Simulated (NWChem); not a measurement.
**the pair BH2SeCl···GeF2, step by step**

Wanted: a single-point energy (singlet BGeH2SeClF2, PBE-D2/def2-SVP), then the energy (singlet BH2SeCl, PBE-D2/def2-SVP), then a single-point energy (singlet GeF2, PBE-D2/def2-SVP), then the energy (singlet BH2SeCl, PBE-D2/def2-SVP), then the energy (singlet GeF2, PBE-D2/def2-SVP) of BClF2GeH2Se and its partners. 

The results are computed with NWChem 7.3.0.

### 1 Starting point

BGeH2SeClF2 has 8 atoms, charge 0, and is taken as a singlet. The two molecules were placed rigidly side by side, at 1.1 times their contact distance; the pair isn't optimised.

Bond lengths: Cl1–B2 1.743 Å, B2–Se3 1.916 Å, F6–Ge7 1.745 Å, Ge7–F8 1.745 Å, B2–H4 1.188 Å, Se3–H5 1.469 Å. Angles: Cl1–B2–Se3 118.9°, F6–Ge7–F8 97.2°, Cl1–B2–H4 119.6°, Se3–B2–H4 121.5°, B2–Se3–H5 94.6°.

### 2 A single-point energy at PBE-D2/def2-SVP (run 1)

mymol.nw reads:

```
start mymol
title "BClF2GeH2Se"
memory total 2200 mb
charge 0
geometry units angstroms noautosym nocenter noautoz
Cl    -2.143360    -0.275280    -0.264020
B     -0.416760    -0.329780    -0.034120
Se     0.567140     1.314420    -0.007620
H      0.123440    -1.378780     0.102280
H      1.869540     0.669420     0.203480
F      2.666310     0.858540    -3.243630
Ge     2.581340     2.528160    -3.743030
F      0.863230     2.581030    -4.042650
end
basis spherical bse
* library def2-SVP
end
dft
xc xpbe96 cpbe96
disp vdw 2
grid fine
convergence energy 1e-08
maxiter 100
mulliken
print low
end
task dft energy
```

Launch:

```
nwchem mymol.nw > mymol.out
```

Standard output:

```text
[...]
 d= 0,ls=0.0,diis     1  -5162.4701356162 -5.87D+03  1.95D-02  1.52D+00     3.4
[...]
 d= 0,ls=0.0,diis    12  -5162.6595373515 -1.82D-09  3.01D-07  2.90D-09    31.3
         Total DFT energy =    -5162.659537351451
      One electron energy =    -8598.045066039094
           Coulomb energy =     2946.694703867394
    Exchange-Corr. energy =     -219.079287328043
 Nuclear repulsion energy =      707.773519974188
    Dispersion correction =       -0.003407825895
[...]
      Total Density - Mulliken Population Analysis
     ---------------------------------------------
    Atom       Charge   Shell Charges
 -----------   ------   -------------------------------------------------------
    1 Cl  17    17.02   2.00  1.98  1.28  0.65  5.93  2.18  2.98  0.02
    2 B    5     5.06   1.99  0.86  0.13  1.55  0.45  0.08
    3 Se  34    33.99   2.00  2.00  1.99  1.45  0.40  6.00  5.97  2.02  2.11  8.15  1.77  0.13
    4 H    1     0.98   0.74  0.22  0.01
    5 H    1     0.94   0.70  0.22  0.02
    6 F    9     9.34   1.99  1.13  0.81  3.31  2.08  0.00
    7 Ge  32    31.34   2.00  2.00  1.99  1.49  0.43  6.00  5.97  0.83  0.42  8.09  1.83  0.29
    8 F    9     9.33   1.99  1.13  0.81  3.31  2.08  0.00
[...]
```

It took 32 s on 1 thread of Intel Xeon Platinum 8559C (Emerald Rapids), shared host; peak memory 0.12 GiB.

### 3 BH2SeCl: the energy at PBE-D2/def2-SVP (run 2)

bclh2se.nw reads:

```
start bclh2se
memory total 2200 mb
geometry units angstroms noautosym nocenter noautoz
   Cl   -2.143360   -0.275280   -0.264020
   B    -0.416760   -0.329780   -0.034120
   Se    0.567140    1.314420   -0.007620
   H     0.123440   -1.378780    0.102280
   H     1.869540    0.669420    0.203480
end
basis spherical bse
   * library def2-SVP
end
dft
   xc xpbe96 cpbe96
   disp vdw 2
   grid fine
   convergence energy 1e-08
   maxiter 100
   mulliken
   noprint "final vectors analysis"
end
task dft energy
```

Launch:

```
nwchem bclh2se.nw > bclh2se.out
```

Standard output:

```text
[...]
          Wavefunction type:  closed shell.
          No. of atoms     :     5
          No. of electrons :    58
[...]
          Charge           :     0
          Spin multiplicity:     1
[...]
          AO basis - number of functions:    74
[...]
              XC Information
              --------------
          PerdewBurkeErnzerhof Exchange Functional  1.000
            Perdew 1991 LDA Correlation Functional  1.000 local
           PerdewBurkeErnz. Correlation Functional  1.000 non-local
[...]
 d= 0,ls=0.0,diis     1  -2886.7536678138 -3.08D+03  1.62D-02  5.03D-01     1.3
[...]
 d= 0,ls=0.0,diis    10  -2886.8115437614 -8.27D-09  1.18D-06  4.60D-09     9.2
         Total DFT energy =    -2886.811543761411
      One electron energy =    -4406.484040855359
           Coulomb energy =     1441.487341477841
    Exchange-Corr. energy =     -119.601128585798
 Nuclear repulsion energy =      197.787973517827
    Dispersion correction =       -0.001689315922
[...]
      Total Density - Mulliken Population Analysis
     ---------------------------------------------
    Atom       Charge   Shell Charges
 -----------   ------   -------------------------------------------------------
    1 Cl  17    17.02   2.00  1.98  1.28  0.65  5.93  2.18  2.98  0.02
    2 B    5     5.07   1.99  0.86  0.13  1.56  0.46  0.08
    3 Se  34    33.99   2.00  2.00  1.99  1.45  0.40  6.00  5.97  2.02  2.10  8.15  1.77  0.13
    4 H    1     0.98   0.74  0.22  0.01
    5 H    1     0.94   0.70  0.22  0.02
[...]
```

Run time: 9.9 s. Hardware: 1 thread of Intel Xeon Platinum 8559C (Emerald Rapids), shared host; peak memory 0.11 GiB.

### 4 GeF2: the energy at PBE-D2/def2-SVP (run 3)

nw.nw reads:

```
start nw
memory total 2200 mb
geometry units au noautosym nocenter noautoz
 F    5.03859566   1.62240547  -6.12957235
 Ge   4.87802563   4.77753000  -7.07330158
 F    1.63126828   4.87743982  -7.63950132
end
basis spherical bse
 * library def2-SVP
end
dft
 xc xpbe96 cpbe96
 mult 1
 disp vdw 2
 grid fine
 convergence energy 1e-08
 iterations 100
 mulliken
 print low
end
task dft
```

Launch:

```
nwchem nw.nw > nw.out
```

Standard output:

```text
[...]
 d= 0,ls=0.0,diis     1  -2275.7131548730 -2.47D+03  3.88D-02  1.03D+00     0.8
[...]
 d= 0,ls=0.0,diis    10  -2275.8455643089 -2.65D-10  2.08D-07  2.48D-10     5.2
         Total DFT energy =    -2275.845564308878
      One electron energy =    -3553.584021745568
           Coulomb energy =     1186.155942592355
    Exchange-Corr. energy =      -99.479594897410
 Nuclear repulsion energy =      191.062514708116
    Dispersion correction =       -0.000404966372
[...]
      Total Density - Mulliken Population Analysis
     ---------------------------------------------
    Atom       Charge   Shell Charges
 -----------   ------   -------------------------------------------------------
    1 F    9     9.33   1.99  1.13  0.81  3.31  2.08  0.00
    2 Ge  32    31.33   2.00  2.00  1.99  1.49  0.43  6.00  5.97  0.83  0.41  8.09  1.83  0.30
    3 F    9     9.33   1.99  1.13  0.81  3.31  2.08  0.00
[...]
```

Run time: 6 s. Hardware: 1 thread of Intel Xeon Platinum 8559C (Emerald Rapids), shared host; peak memory 0.11 GiB.

### 5 BH2SeCl among ghost functions: the energy at PBE-D2/def2-SVP (with ghost functions) (run 4)

job.nw reads:

```
start job
title "BClH2Se PBE"
memory stack 880 mb heap 220 mb global 1100 mb

geometry units angstrom noautosym nocenter noautoz
  Cl    -2.143360    -0.275280    -0.264020
  B     -0.416760    -0.329780    -0.034120
  Se     0.567140     1.314420    -0.007620
  H      0.123440    -1.378780     0.102280
  H      1.869540     0.669420     0.203480
  bqF      2.666310     0.858540    -3.243630
  bqGe     2.581340     2.528160    -3.743030
  bqF      0.863230     2.581030    -4.042650
end

basis spherical bse
  Cl library def2-SVP
  B library def2-SVP
  Se library def2-SVP
  H library def2-SVP
  bqF library F def2-SVP
  bqGe library Ge def2-SVP
end

dft
  xc xpbe96 cpbe96
  disp vdw 2
  grid fine
  convergence energy 1e-08
  maxiter 100
  mulliken
  noprint "final vectors analysis"
end

task dft energy
```

Launch:

```
nwchem job.nw > job.out
```

Standard output:

```text
[...]
          Wavefunction type:  closed shell.
          No. of atoms     :     8
          No. of electrons :    58
[...]
          Charge           :     0
          Spin multiplicity:     1
[...]
          AO basis - number of functions:   134
[...]
              XC Information
              --------------
          PerdewBurkeErnzerhof Exchange Functional  1.000
            Perdew 1991 LDA Correlation Functional  1.000 local
           PerdewBurkeErnz. Correlation Functional  1.000 non-local
[...]
 d= 0,ls=0.0,diis     1  -2886.7539795809 -3.08D+03  8.94D-03  5.04D-01     2.9
[...]
 d= 0,ls=0.0,diis    10  -2886.8119486290 -8.34D-09  6.48D-07  4.59D-09    23.8
         Total DFT energy =    -2886.811948629009
      One electron energy =    -4406.441619089619
           Coulomb energy =     1441.442818998448
    Exchange-Corr. energy =     -119.599432739743
 Nuclear repulsion energy =      197.787973517827
    Dispersion correction =       -0.001689315922
[...]
      Total Density - Mulliken Population Analysis
     ---------------------------------------------
    Atom       Charge   Shell Charges
 -----------   ------   -------------------------------------------------------
    1 Cl  17    17.02   2.00  1.98  1.28  0.65  5.93  2.18  2.98  0.02
    2 B    5     5.07   1.99  0.86  0.13  1.56  0.46  0.08
    3 Se  34    33.98   2.00  2.00  1.99  1.45  0.40  6.00  5.97  2.02  2.10  8.15  1.77  0.13
    4 H    1     0.98   0.74  0.22  0.01
    5 H    1     0.94   0.70  0.22  0.02
    6 X    0     0.00   0.00 -0.00 -0.00 -0.00  0.00  0.00
    7 X    0     0.01   0.00  0.00  0.00 -0.00  0.00 -0.00  0.00 -0.00  0.00  0.00 -0.00  0.00
    8 X    0     0.00  -0.00  0.00 -0.00 -0.00  0.00  0.00
[...]
```

Run time: 25 s. Hardware: 1 thread of Intel Xeon Platinum 8559C (Emerald Rapids), shared host; peak memory 0.12 GiB.

### 6 GeF2 among ghost functions: the energy at PBE-D2/def2-SVP (with ghost functions) (run 5)

mymol.nw reads:

```
start mymol
memory stack 880 mb heap 220 mb global 1100 mb
geometry noautosym nocenter noautoz
  F     2.666310    0.858540   -3.243630
  Ge    2.581340    2.528160   -3.743030
  F     0.863230    2.581030   -4.042650
  bqCl    -2.143360    -0.275280    -0.264020
  bqB     -0.416760    -0.329780    -0.034120
  bqSe     0.567140     1.314420    -0.007620
  bqH      0.123440    -1.378780     0.102280
  bqH      1.869540     0.669420     0.203480
end
basis spherical bse
  F library def2-SVP
  Ge library def2-SVP
  bqCl library Cl def2-SVP
  bqB library B def2-SVP
  bqSe library Se def2-SVP
  bqH library H def2-SVP
end
dft
  xc xpbe96 cpbe96
  disp vdw 2
  grid fine
  convergence energy 1e-08
  iterations 100
  mulliken
  noprint "final vectors analysis"
end
task dft energy
```

Launch:

```
nwchem mymol.nw > mymol.out
```

Standard output:

```text
[...]
          Wavefunction type:  closed shell.
          No. of atoms     :     8
          No. of electrons :    50
[...]
          Charge           :     0
          Spin multiplicity:     1
[...]
          AO basis - number of functions:   134
[...]
              XC Information
              --------------
          PerdewBurkeErnzerhof Exchange Functional  1.000
            Perdew 1991 LDA Correlation Functional  1.000 local
           PerdewBurkeErnz. Correlation Functional  1.000 non-local
[...]
 d= 0,ls=0.0,diis     1  -2275.7137109221 -2.47D+03  1.74D-02  1.03D+00     2.8
[...]
 d= 0,ls=0.0,diis    11  -2275.8460945343 -6.62D-10  1.54D-07  1.18D-09    25.5
         Total DFT energy =    -2275.846094534287
      One electron energy =    -3553.565167170346
           Coulomb energy =     1186.135461354844
    Exchange-Corr. energy =      -99.478512123358
 Nuclear repulsion energy =      191.062528370871
    Dispersion correction =       -0.000404966297
[...]
      Total Density - Mulliken Population Analysis
     ---------------------------------------------
    Atom       Charge   Shell Charges
 -----------   ------   -------------------------------------------------------
    1 F    9     9.33   1.99  1.13  0.81  3.31  2.08  0.00
    2 Ge  32    31.33   2.00  2.00  1.99  1.49  0.43  6.00  5.97  0.83  0.41  8.09  1.83  0.30
    3 F    9     9.33   1.99  1.13  0.81  3.31  2.08  0.00
    4 X    0    -0.00  -0.00 -0.00  0.00 -0.00 -0.00 -0.00 -0.00 -0.00
    5 X    0     0.00  -0.00 -0.00  0.00 -0.00  0.00 -0.00
    6 X    0     0.00   0.00  0.00  0.00 -0.00  0.00 -0.00  0.00 -0.00  0.00 -0.00 -0.00  0.00
    7 X    0    -0.00   0.00 -0.00 -0.00
    8 X    0     0.00  -0.00  0.00 -0.00
[...]
```

Wall time 26 s (1 thread of Intel Xeon Platinum 8559C (Emerald Rapids), shared host); peak memory 0.12 GiB.

### 7 Results

| quantity | value |
| --- | --- |
| run 1, PBE-D2/def2-SVP: total energy | -5162.65954 Eh |
| run 1, PBE-D2/def2-SVP: dispersion energy | -8.95 kJ/mol |
| BH2SeCl: total energy | -2886.81154 Eh |
| BH2SeCl: dipole moment | 1.12 D |
| BH2SeCl: dispersion energy | -4.44 kJ/mol |
| GeF2: total energy | -2275.84556 Eh |
| GeF2: dispersion energy | -1.06 kJ/mol |
| BH2SeCl among ghost functions: total energy | -2886.81195 Eh |
| BH2SeCl among ghost functions: dipole moment | 1.09 D |
| BH2SeCl among ghost functions: dispersion energy | -4.44 kJ/mol |
| GeF2 among ghost functions: total energy | -2275.84609 Eh |
| GeF2 among ghost functions: dipole moment | 2.04 D |
| GeF2 among ghost functions: dispersion energy | -1.06 kJ/mol |
| interaction energy of the rigid parts BH2SeCl and GeF2 (parts in their own basis; closest atoms 3.54 Å apart) | -0.066 eV |
| interaction energy of the rigid parts BH2SeCl and GeF2 (parts in the whole basis, counterpoise; closest atoms 3.54 Å apart) | -0.041 eV |

In words: The interaction energy of the rigid parts BH2SeCl and GeF2 (parts in their own basis; closest atoms 3.54 Å apart) is −0.07 eV (−6.4 kJ/mol): the parts attract. Without counterpoise this holds the superposition error of the basis. The interaction energy of the rigid parts BH2SeCl and GeF2 (parts in the whole basis, counterpoise; closest atoms 3.54 Å apart) is −0.04 eV (−0.9 kcal/mol): the parts attract. The basis-set superposition error is 2.5 kJ/mol. Mulliken charges (BH2SeCl) run from -0.07 on B2 to +0.06 on H5.
